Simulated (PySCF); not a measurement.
# BAs: bond curves at several levels of theory

One job finds the state of BAs, follows it along the bond with each method and fits the curves.

The runs use PySCF 2.14.0; B pcseg-1, As pcseg-1, no relativity.

### Step 1. The job

A driver script around PySCF takes these settings:

| Quantity | Value |
| --- | --- |
| atoms | B, As |
| charge | 0 |
| basis | B pcseg-1, As pcseg-1 |
| Hamiltonian | no relativity |
| basis functions | 41 |
| electrons treated | 38 |
| masses in u | 11.0093, 74.9216 |
| levels | PBE0, PBE, r²SCAN, B97-3, M06, PBEsol, LC-ωPBE, HF, MP2, SCS-MP2, CCSD, CCSD(T) |
| grid | 80 radial by 434 angular points |
| occupations | held fixed by the projection of orbital angular momentum |
| dissociation limit | B + As, each in its ground configuration |
| starting distance in angstrom | 1.990 |
| values of 2S to try | 0, 2, 4 |

Started as:

```
$ OMP_NUM_THREADS=1 python dia.py task.json out
```

Further steps of the session: The PBE0 curve of the state that the search chose; Higher solutions at PBE0; PBE (GGA); r²SCAN; B97-3 (global hybrid GGA); M06 (hybrid meta-GGA); PBEsol; LC-ωPBE; ROHF; Adding correlation.

Before running it: what results should come out? Wanted: for each run, Re; ωe; De; μ.

The runs gave:

Lowest PBE0 solution found, without spin–orbit coupling: ³Π (triplet), unpaired electrons σ ↑, π ↑. State 2 has its PBE0 minimum 0.14 eV higher, as a spin-mixed determinant (⟨S²⟩ = 1.03), so this is no gap between pure states. State 3 has its PBE0 minimum 0.80 eV higher. State 4 has its PBE0 minimum 0.84 eV higher. The other levels ran on the lowest alone.

```tsv
level	Re (Å)	ωe (cm⁻¹)	De (eV)	μ (D)
ROHF	1.829	883	1.14	-0.78
ROHF-MP2	1.862	821	2.48	n/a
ROHF-SCS-MP2	1.865	809	2.30	n/a
ROHF-CCSD	1.865	801	2.16	n/a
ROHF-CCSD(T)	1.877	777	2.37	n/a
PBE	1.869	791	3.37	0.26
PBEsol	1.862	803	3.61	0.21
r²SCAN	1.853	825	3.25	-0.11
PBE0	1.850	827	3.05	0.00
B97-3	1.856	816	2.99	0.04
M06	1.851	813	3.06	0.15
LC-ωPBE	1.821	884	2.73	-0.19
```

De is counted to B + As in their ground configurations. A positive dipole means B(−)As(+).

Differences from CCSD(T) in the same basis:

```tsv
level	Re (mÅ)	ωe (%)
ROHF	-48	+13.7
ROHF-MP2	-15	+5.7
ROHF-SCS-MP2	-12	+4.1
ROHF-CCSD	-12	+3.1
PBE	-8	+1.8
PBEsol	-15	+3.4
r²SCAN	-24	+6.2
PBE0	-27	+6.5
B97-3	-21	+5.0
M06	-26	+4.7
LC-ωPBE	-56	+13.8
```

**Reading.** Judged by CCSD(T) in the same basis: best bond length PBE (-8 mÅ), worst LC-ωPBE (-56 mÅ); best wavenumber PBE (+1.8 %), worst LC-ωPBE (+13.8 %). Hartree–Fock falls on the short and stiff side, its usual fault. CCSD(T) in a basis this small is itself some way from its limit, more so than the functionals. Of the levels with a De here, ROHF gives the least (1.14 eV) and PBEsol the most (3.61 eV).

Correlated steps freeze 10 core orbitals.
